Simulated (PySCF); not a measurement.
**C₆H₄F₂: a tour of settings**

Aim: see how C₆H₄F₂ (`C#CC#CCC(F)F`) answers to the choice of functional, basis, grid and SCF options, and what happens with inputs that are wrong on purpose.

Computed with PySCF 2.14.0, with density-fitted response routines of our own, on a single molecule in the gas phase. Atoms count from 0, in the outputs and in this text.

**1. Starting geometry**

12 atoms, charge 0, multiplicity 1; geometry from: GFN2-xTB.

Bonds of the start (Å): C0–C1 1.20, C1–C2 1.36, C2–C3 1.21, C3–C4 1.44, C4–C5 1.53, C5–F6 1.35, C5–F7 1.36, C0–H8 1.05, C4–H9 1.09, C4–H10 1.09, C5–H11 1.10.

**2. Shielding tensors: PBE0/pcSseg-1**

Job settings and geometry (Å):

```
{"job": {"kind": "nmr", "xc": "PBE0", "basis": "pcSseg-1"}, "charge": 0, "multiplicity": 1}
C      3.880400     0.472726    -0.136384
C      2.715838     0.184230    -0.036289
C      1.399821    -0.137903     0.071944
C      0.237102    -0.443184     0.169030
C     -1.163834    -0.780004     0.276889
C     -2.044504     0.407983    -0.104638
F     -2.012664     1.365003     0.851605
F     -3.339669     0.016401    -0.203781
H      4.895048     0.722479    -0.220340
H     -1.402967    -1.074182     1.303631
H     -1.405037    -1.610091    -0.393896
H     -1.758336     0.875856    -1.059669
```

With the program's defaults for keys left out, this is: GIAO PBE0/pcSseg-1 NMR shielding, non-relativistic, gas phase.

The run is started by

```console
> OMP_NUM_THREADS=1 python probes_run.py task.json out
```

The driver reads the jobs from task.json and runs them one after another.

Standard output:

```text
coarse grid: 11168 points
cycle   1  E = -429.9303305246  dE =  1.281e+00  |g| = 7.234e-01  |ddm| = 3.598e+00
cycle   2  E = -429.8498701349  dE =  8.046e-02  |g| = 1.027e+00  |ddm| = 1.367e+00
cycle   3  E = -430.0195314775  dE = -1.697e-01  |g| = 1.553e-01  |ddm| = 8.202e-01
cycle   4  E = -430.0233405998  dE = -3.809e-03  |g| = 9.263e-02  |ddm| = 1.858e-01
cycle   5  E = -430.0254871145  dE = -2.147e-03  |g| = 1.669e-02  |ddm| = 7.479e-02
cycle   6  E = -430.0255516163  dE = -6.450e-05  |g| = 3.774e-03  |ddm| = 1.809e-02
cycle   7  E = -430.0255534785  dE = -1.862e-06  |g| = 2.597e-03  |ddm| = 4.263e-03
final grid: 111944 points
cycle   8  E = -430.0886839732  dE = -3.054e-05  |g| = 8.673e-03  |ddm| = 9.737e-02
cycle   9  E = -430.0886418572  dE =  4.212e-05  |g| = 1.588e-02  |ddm| = 1.778e-02
cycle  10  E = -430.0886994209  dE = -5.756e-05  |g| = 2.652e-03  |ddm| = 1.174e-02
cycle  11  E = -430.0887011698  dE = -1.749e-06  |g| = 4.728e-04  |ddm| = 2.256e-03
cycle  12  E = -430.0887012060  dE = -3.624e-08  |g| = 1.242e-04  |ddm| = 4.515e-04
cycle  13  E = -430.0887012078  dE = -1.795e-09  |g| = 5.912e-05  |ddm| = 1.145e-04
cycle  14  E = -430.0887012086  dE = -8.088e-10  |g| = 2.103e-05  |ddm| = 5.906e-05
converged SCF energy = -430.0887012086

GIAO shielding tensors (ppm)
atom      isotropic    diamagn.    paramagn.     s11        s22        s33       span
  0 C      113.769     262.996    -149.227     34.490     36.852    269.963    235.473
  1 C      113.344     248.651    -135.307     24.521     25.086    290.427    265.906
  2 C      109.670     244.810    -135.139     29.888     34.203    264.920    235.032
  3 C      113.084     265.298    -152.214     18.944     21.158    299.148    280.204
  4 C      157.351     251.281     -93.930    140.020    156.026    176.007     35.987
  5 C       64.641     243.255    -178.614     47.627     67.503     78.794     31.166
  6 F      300.584     473.121    -172.537    209.076    329.218    363.458    154.382
  7 F      298.368     467.900    -169.532    197.467    330.373    367.264    169.797
  8 H       30.443      34.103      -3.661     25.017     25.025     41.285     16.268
  9 H       28.644      28.153       0.491     24.513     28.098     33.320      8.806
 10 H       28.887      28.463       0.424     23.582     28.768     34.311     10.729
 11 H       25.469      28.400      -2.931     23.167     25.262     27.977      4.810
```

Run time: 24 s. Hardware: 1 thread of Arm Neoverse N1, shared host; peak memory 0.71 GiB.

Shifts follow as δ = σ(reference) − σ, with reference shieldings (ppm) from runs at the same level and on the same kind of geometry: 1H TMS 31.72, 13C TMS 186.9, 19F CFCl3 170.9. The references are single molecules in the gas phase, so shifts against H2O, NH3, PH3, H3PO4 or CFCl3 are not on the usual liquid scales and can be off by tens of ppm. Atoms listed in one row are averaged.

| atoms | environment | σ (ppm) | δ (ppm) | δ scaled to CDCl3 |
| --- | --- | --- | --- | --- |
| C5 | sp3 CH bonded to 2 F | 64.6 | 122.3 | 117.4 |
| C2 | alkyne carbon | 109.7 | 77.3 | 73.5 |
| C3 | alkyne carbon | 113.1 | 73.8 | 70.2 |
| C1 | alkyne carbon | 113.3 | 73.6 | 69.9 |
| C0 | terminal alkyne carbon | 113.8 | 73.2 | 69.5 |
| C4 | propargylic sp3 CH2 | 157.4 | 29.6 | 26.9 |
| H11 | hydrogen on an sp3 CH bonded to 2 F | 25.47 | 6.25 | 6.00 |
| H9, H10 | hydrogen on a propargylic sp3 CH2 | 28.77 | 2.95 | 2.89 |
| H8 | hydrogen on a terminal alkyne carbon | 30.44 | 1.27 | 1.31 |
| F6, F7 | fluorine of a CF2 group | 299.5 | -128.5 | – |

The scaled column applies a straight-line fit of computed shieldings to shifts measured in CDCl3, and one for carbons that bear F (root-mean-square error 0.16 ppm for H, 1.9 ppm for C).

Charges from the same density, by scheme (e):

| atoms | Mulliken | IAO | Hirshfeld | ESP fit |
| --- | --- | --- | --- | --- |
| C0 | -0.36 | -0.19 | -0.07 | -0.47 |
| C1 | 0.22 | -0.03 | -0.04 | 0.24 |
| C2 | 0.09 | -0.05 | -0.05 | -0.25 |
| C3 | -0.16 | -0.01 | -0.02 | 0.09 |
| C4 | -0.23 | -0.31 | -0.07 | -0.35 |
| C5 | 0.51 | 0.46 | 0.16 | 0.45 |
| F6, F7 | -0.30 | -0.30 | -0.10 | -0.23 |

Mayer bond orders: C0–C1 2.27, C1–C2 0.95, C2–C3 2.15, C3–C4 1.10, C4–C5 1.02, C5–F6 0.97, C5–F7 0.95.

**3. Excited states and response: PBE0/def2-SVPD**

The job, as its differences from that of step 2:

```diff
@@ -1,2 +1,2 @@
-{"job": {"kind": "nmr", "xc": "PBE0", "basis": "pcSseg-1"}, "charge": 0, "multiplicity": 1}
+{"job": {"kind": "uv", "xc": "PBE0", "basis": "def2-SVPD", "nstates": 6, "ntriplets": 2}, "charge": 0, "multiplicity": 1}
 C      3.880400     0.472726    -0.136384
```

Level: TDDFT PBE0/def2-SVPD, vertical, gas phase, core orbitals frozen in the response.

Standard output:

```text
coarse grid: 11168 points
cycle   1  E = -429.6800776996  dE =  1.219e+00  |g| = 6.716e-01  |ddm| = 1.872e+01
cycle   2  E = -429.6050498867  dE =  7.503e-02  |g| = 9.525e-01  |ddm| = 4.760e+00
cycle   3  E = -429.7620922192  dE = -1.570e-01  |g| = 1.531e-01  |ddm| = 1.556e+00
cycle   4  E = -429.7660499719  dE = -3.958e-03  |g| = 8.643e-02  |ddm| = 4.365e-01
cycle   5  E = -429.7679359065  dE = -1.886e-03  |g| = 1.658e-02  |ddm| = 1.922e-01
cycle   6  E = -429.7680027245  dE = -6.682e-05  |g| = 3.944e-03  |ddm| = 1.020e-01
cycle   7  E = -429.7680051415  dE = -2.417e-06  |g| = 2.492e-03  |ddm| = 1.528e-02
final grid: 111944 points
cycle   8  E = -429.8312240842  dE = -2.404e-05  |g| = 8.485e-03  |ddm| = 3.699e-01
cycle   9  E = -429.8311837997  dE =  4.028e-05  |g| = 1.544e-02  |ddm| = 6.136e-02
cycle  10  E = -429.8312390042  dE = -5.520e-05  |g| = 2.619e-03  |ddm| = 2.707e-02
cycle  11  E = -429.8312407562  dE = -1.752e-06  |g| = 4.287e-04  |ddm| = 5.721e-03
cycle  12  E = -429.8312407893  dE = -3.307e-08  |g| = 1.014e-04  |ddm| = 1.730e-03
cycle  13  E = -429.8312407904  dE = -1.178e-09  |g| = 5.632e-05  |ddm| = 4.081e-04
cycle  14  E = -429.8312407912  dE = -7.514e-10  |g| = 2.056e-05  |ddm| = 1.828e-04
converged SCF energy = -429.8312407912

Static polarisability (au): isotropic 77.518, principal 49.366 51.561 131.625

Singlet excitations
state   eV       nm        f      main configurations
  1   4.7592    260.5   0.00003   H->L 0.77, H-1->L+1 0.20
  2   4.9899    248.5   0.00068   H-1->L 0.51, H->L+1 0.48
  3   5.0144    247.3   0.00025   H-1->L+1 0.78, H->L 0.21
  4   7.0939    174.8   0.00014   H->L+2 0.93
  5   7.1415    173.6   0.05521   H-1->L+2 0.91
  6   7.2743    170.4   0.00005   H-3->L 0.60, H-2->L+1 0.23, H-4->L+1 0.09

Triplet excitations (Tamm-Dancoff, eV): 3.8050 4.2127
```

Wall time 39 s (1 thread of Arm Neoverse N1, shared host); peak memory 0.8 GiB.

Frontier orbitals and where they lie:

| orbital | eV | atoms |
| --- | --- | --- |
| HOMO−3 | -10.21 | C1 31 %, C2 28 %, C0 19 % |
| HOMO−2 | -10.02 | C1 19 %, C2 13 %, C0 12 % |
| HOMO−1 | -7.62 | C0 25 %, C3 24 %, C2 20 % |
| HOMO | -7.57 | C0 26 %, C3 24 %, C2 20 % |
| LUMO | -0.91 | C0 24 %, C3 21 %, C1 19 % |
| LUMO+1 | -0.81 | C0 25 %, C3 21 %, C1 20 % |
| LUMO+2 | 0.63 | C3 17 %, C4 15 %, C5 13 % |

With each of the 6 states as a Gaussian band of 0.4 eV half-width at 1/e, the curve within the window shown has maxima at 249 nm (ε 38), 174 nm (ε 2,200) L/(mol cm). Beyond the last state computed it falls off for lack of states. The curve at chosen wavelengths:

```tsv
nm	ε (L/mol/cm)
164	696
169	1710
175	2216
180	1557
185	712
191	174
196	39
202	5
207	1
212	0
218	2
223	5
228	11
234	21
239	30
244	36
250	38
255	35
260	29
266	20
271	14
277	8
282	5
287	3
293	1
298	1
```

Ground-state properties from the same run:

| property | computed |
| --- | --- |
| dipole moment (D) | 1.76 |
| polarisability (Å³) | 11.49 |
| HOMO–LUMO gap (eV) | 6.66 |
| −ε(HOMO) (eV) | 7.57 |

**4. Ultraviolet spectrum: B97-D/def2-SVPD**

The job, as its differences from that of step 3:

```diff
@@ -1,2 +1,2 @@
-{"job": {"kind": "uv", "xc": "PBE0", "basis": "def2-SVPD", "nstates": 6, "ntriplets": 2}, "charge": 0, "multiplicity": 1}
+{"job": {"kind": "uv", "xc": "B97-D", "basis": "def2-SVPD", "nstates": 12, "ntriplets": 5, "tda": false, "scf": {"diis": false, "conv": 0.001, "max_cycle": 75}}, "charge": 0, "multiplicity": 1}
 C      3.880400     0.472726    -0.136384
```

Method: TDDFT B97-D/def2-SVPD, vertical, gas phase, core orbitals frozen in the response.

Standard output:

```text
final grid: 111944 points
cycle   1  E = -429.9091815803  dE =  1.046e+00  |g| = 7.691e-01  |ddm| = 2.601e+01
cycle   2  E = -429.6833907669  dE =  2.258e-01  |g| = 1.364e+00  |ddm| = 8.094e+00
cycle   3  E = -428.8460723385  dE =  8.373e-01  |g| = 2.337e+00  |ddm| = 8.528e+00
cycle   4  E = -415.9692476742  dE =  1.288e+01  |g| = 6.763e+00  |ddm| = 3.749e+01
cycle   5  E = -321.1104007394  dE =  9.486e+01  |g| = 1.313e+01  |ddm| = 1.211e+02
cycle   6  E = -194.1179966413  dE =  1.270e+02  |g| = 1.852e+01  |ddm| = 4.205e+02
cycle   7  E = 3.2647781965  dE =  1.974e+02  |g| = 1.888e+01  |ddm| = 9.900e+02
cycle   8  E = -125.6268490241  dE = -1.289e+02  |g| = 1.611e+01  |ddm| = 9.984e+02
cycle   9  E = -0.0678676881  dE =  1.256e+02  |g| = 1.971e+01  |ddm| = 1.673e+03
cycle  10  E = -125.4678766070  dE = -1.254e+02  |g| = 1.611e+01  |ddm| = 1.668e+03
[... 55 cycles left out ...]
cycle  66  E = -125.4634691728  dE = -1.252e+02  |g| = 1.611e+01  |ddm| = 1.658e+03
cycle  67  E = -0.2563332698  dE =  1.252e+02  |g| = 1.972e+01  |ddm| = 1.658e+03
cycle  68  E = -125.4634691728  dE = -1.252e+02  |g| = 1.611e+01  |ddm| = 1.658e+03
cycle  69  E = -0.2563332697  dE =  1.252e+02  |g| = 1.972e+01  |ddm| = 1.658e+03
cycle  70  E = -125.4634691728  dE = -1.252e+02  |g| = 1.611e+01  |ddm| = 1.658e+03
cycle  71  E = -0.2563332698  dE =  1.252e+02  |g| = 1.972e+01  |ddm| = 1.658e+03
cycle  72  E = -125.4634691728  dE = -1.252e+02  |g| = 1.611e+01  |ddm| = 1.658e+03
cycle  73  E = -0.2563332696  dE =  1.252e+02  |g| = 1.972e+01  |ddm| = 1.658e+03
cycle  74  E = -125.4634691728  dE = -1.252e+02  |g| = 1.611e+01  |ddm| = 1.658e+03
cycle  75  E = -0.2563332697  dE =  1.252e+02  |g| = 1.972e+01  |ddm| = 1.658e+03
SCF not converged, last energy = -0.2563332697
```

Run time: 2.9 min. Hardware: 1 thread of Arm Neoverse N1, shared host; peak memory 0.51 GiB.

Why it failed: The SCF swings between two densities 125.21 Eh apart: plain iteration without DIIS overshoots. Cure: turn DIIS on. Numbers printed on the way are no properties of the molecule.

**5. Shielding tensors: TPSS/aug-cc-pVDZ**

The job, as its differences from that of step 4:

```diff
@@ -1,2 +1,2 @@
-{"job": {"kind": "uv", "xc": "B97-D", "basis": "def2-SVPD", "nstates": 12, "ntriplets": 5, "tda": false, "scf": {"diis": false, "conv": 0.001, "max_cycle": 75}}, "charge": 0, "multiplicity": 1}
+{"job": {"kind": "nmr", "xc": "TPSS", "basis": "aug-cc-pVDZ", "pop": false, "scf": {"level_shift": 0.9, "max_cycle": 98}}, "charge": 0, "multiplicity": 1}
 C      3.880400     0.472726    -0.136384
```

Method: TPSS/aug-cc-pVDZ.

Standard output:

```text
NotImplementedError: meta-GGA GIAO
```

Wall time 2.2 min (1 thread of Arm Neoverse N1, shared host); peak memory 0.74 GiB.

Diagnosis: This response code has no terms for the kinetic-energy density, so it refuses meta-GGA functionals here. Cure: take a GGA or a hybrid, or another code.

**6. NMR shieldings: HF/pcSseg-1**

The job, as its differences from that of step 5:

```diff
@@ -1,2 +1,2 @@
-{"job": {"kind": "nmr", "xc": "TPSS", "basis": "aug-cc-pVDZ", "pop": false, "scf": {"level_shift": 0.9, "max_cycle": 98}}, "charge": 0, "multiplicity": 1}
+{"job": {"kind": "nmr", "xc": "HF", "basis": "pcSseg-1", "pop": true}, "charge": 0, "multiplicity": 1}
 C      3.880400     0.472726    -0.136384
```

Level: GIAO HF/pcSseg-1 NMR shielding, non-relativistic, gas phase.

Standard output:

```text
final grid: 111944 points
cycle   1  E = -428.0554687844  dE =  1.903e+00  |g| = 8.284e-01  |ddm| = 3.512e+00
cycle   2  E = -428.1857362376  dE = -1.303e-01  |g| = 4.856e-01  |ddm| = 9.612e-01
cycle   3  E = -428.2252502797  dE = -3.951e-02  |g| = 8.737e-02  |ddm| = 3.329e-01
cycle   4  E = -428.2274742044  dE = -2.224e-03  |g| = 3.350e-02  |ddm| = 1.419e-01
cycle   5  E = -428.2277662913  dE = -2.921e-04  |g| = 1.091e-02  |ddm| = 3.971e-02
cycle   6  E = -428.2277987285  dE = -3.244e-05  |g| = 2.837e-03  |ddm| = 1.211e-02
cycle   7  E = -428.2278018279  dE = -3.099e-06  |g| = 9.242e-04  |ddm| = 5.451e-03
cycle   8  E = -428.2278021886  dE = -3.607e-07  |g| = 3.888e-04  |ddm| = 1.605e-03
cycle   9  E = -428.2278022662  dE = -7.762e-08  |g| = 1.398e-04  |ddm| = 5.858e-04
cycle  10  E = -428.2278022935  dE = -2.722e-08  |g| = 8.386e-05  |ddm| = 2.936e-04
cycle  11  E = -428.2278023096  dE = -1.616e-08  |g| = 4.334e-05  |ddm| = 2.894e-04
cycle  12  E = -428.2278023147  dE = -5.038e-09  |g| = 1.431e-05  |ddm| = 2.064e-04
cycle  13  E = -428.2278023151  dE = -4.013e-10  |g| = 4.547e-06  |ddm| = 6.505e-05
converged SCF energy = -428.2278023151

GIAO shielding tensors (ppm)
atom      isotropic    diamagn.    paramagn.     s11        s22        s33       span
  0 C      115.833     265.101    -149.269     38.598     41.533    267.367    228.768
  1 C      122.142     251.241    -129.099     35.084     36.426    294.916    259.832
  2 C      114.025     246.268    -132.243     37.967     43.748    260.360    222.394
  3 C      119.733     266.804    -147.071     24.184     26.977    308.039    283.854
  4 C      168.553     245.847     -77.294    153.953    166.531    185.174     31.221
  5 C       85.350     241.214    -155.864     72.105     88.037     95.909     23.805
  6 F      343.604     473.569    -129.965    252.670    374.383    403.760    151.090
  7 F      340.906     469.229    -128.323    241.616    373.564    407.537    165.921
  8 H       30.227      33.163      -2.937     24.662     24.670     41.347     16.685
  9 H       29.070      27.664       1.406     24.448     28.274     34.489     10.041
 10 H       29.454      28.142       1.312     23.744     29.032     35.586     11.842
 11 H       26.320      28.089      -1.769     23.682     25.903     29.375      5.693
```

Wall time 12 s (1 thread of Arm Neoverse N1, shared host); peak memory 0.72 GiB.

In short: δ C5 108.0, C2 79.4, C0 77.5, C3 73.6, H11 5.83, H9 2.89 ppm (means over like atoms).

**7. Run by run: NMR shifts**

Shifts (ppm) of some atoms, chosen among heavy atoms and hydrogens apart, means over like atoms, with basis size and wall time:

| run | C5 | C1 | C0 | C4 | H11 | H8 | F6 | functions | time |
| --- | --- | --- | --- | --- | --- | --- | --- | --- | --- |
| PBE0/pcSseg-1 | 122.3 | 73.6 | 73.2 | 29.6 | 6.25 | 1.27 | -128.5 | 156 | 24 s |
| HF/pcSseg-1 | 108.0 | 71.2 | 77.5 | 24.8 | 5.83 | 1.92 | -100.8 | 156 | 12 s |

**8. Outcome**

| quantity | value |
| --- | --- |
| 13C shifts against TMS (PBE0/pcSseg-1) | 122.3, 77.3, 73.8, 73.6, 73.2, 29.6 ppm |
| 1H shifts against TMS (PBE0/pcSseg-1, means over atoms taken as alike) | 6.25, 2.95, 1.27 ppm |
| 19F shifts against CFCl3 (PBE0/pcSseg-1, means over atoms taken as alike) | -128.5 ppm |
| lowest singlet (PBE0/def2-SVPD) | 4.76 eV (261 nm), f = 0.000 |
| brightest single state of those computed | state 5, 7.14 eV, f = 0.055 |
| lowest triplet | 3.81 eV |
| range of the shift of F6 | -128.5 to -100.8 ppm |
| property runs in this session | 5, of which 2 failed and 0 gave unsound results |

In words: Single values in the summary come from the first run of each kind that ended normally (PBE0/pcSseg-1; PBE0/def2-SVPD), which need not be the best level. The most deshielded hydrogen is H11 (hydrogen on an sp3 CH bonded to 2 F), at 6.25 ppm: its carbon carries F, hence the downfield position. At PBE0/pcSseg-1: Shielding is most anisotropic at C3 (span 280 ppm, paramagnetic term -152 ppm). The lowest singlet, at 4.76 eV, is HOMO→LUMO 0.77, HOMO−1→LUMO+1 0.20 and is dark; of the 6 states computed, the strongest absorption comes from state 5 at 7.14 eV. The lowest triplet lies 0.95 eV below the lowest singlet (triplets in Tamm-Dancoff, singlets in full TDDFT). In ppm, F6 (with its like atoms) moves most: its shift spreads over 27.7 ppm, from -128.5 (PBE0/pcSseg-1) to -100.8 (HF/pcSseg-1).
